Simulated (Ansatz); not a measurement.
SBr3:

```
Br S
1.0
    -1.94152    1.94152    8.12064
     1.94152   -1.94152    8.12064
     1.94152    1.94152   -8.12064
Br S
3 1
Direct
  0.50000 0.50000 0.00000
  0.25000 0.75000 0.50000
  0.75000 0.25000 0.50000
  0.00000 0.00000 0.00000
```

The cell comes from a database or a generator and needn't be the stable form of this composition.

| Property | Result |
| --- | --- |
| Program | Ansatz 0.2.0 |
| Task | single point |
| Functional | PBE |
| Potentials or basis | Ansatz PAW |
| Cutoff | 420 eV (not typed: the program's choice for these potentials) |
| k mesh | 10 × 10 × 10 |
| Occupations | fermi-dirac, width 0.05 eV |
| Spin | no spin polarisation |

On this cell: pressure 0.2 GPa; largest force under 0.003 eV/Å; band gap on the k mesh none (metal or under the smearing width).

The same run follows on a disturbed copy (atoms moved at random, drawn with an rms of 0.05 Å):

```
Br S
1.0
    -1.94152    1.94152    8.12064
     1.94152   -1.94152    8.12064
     1.94152    1.94152   -8.12064
Br S
3 1
Direct
  0.49784 0.49779 0.99306
  0.25792 0.75187 0.50074
  0.75336 0.25685 0.50722
  0.00325 0.01491 0.01611
```

Task: What does the disturbed cell give?

Result: The energy (extrapolated to zero smearing) moves by +3.3 meV/atom; pressure 0.3 GPa; largest force 0.261 eV/Å; band gap on the k mesh none (metal or under the smearing width).

Forces in eV/Å, atoms in the order of the input:
```
Br   0.205  0.066  0.002
Br   0.250 -0.048 -0.057
Br  -0.250  0.047  0.050
S   -0.206 -0.065  0.005
```

Stress tensor (GPa, compression positive):
```
 0.31 -0.02  0.02
-0.02  0.38  0.00
 0.02  0.00  0.26
```

Caveats: an odd number of electrons without spin polarisation forces a metal; a magnetic or distorted state may lie lower.
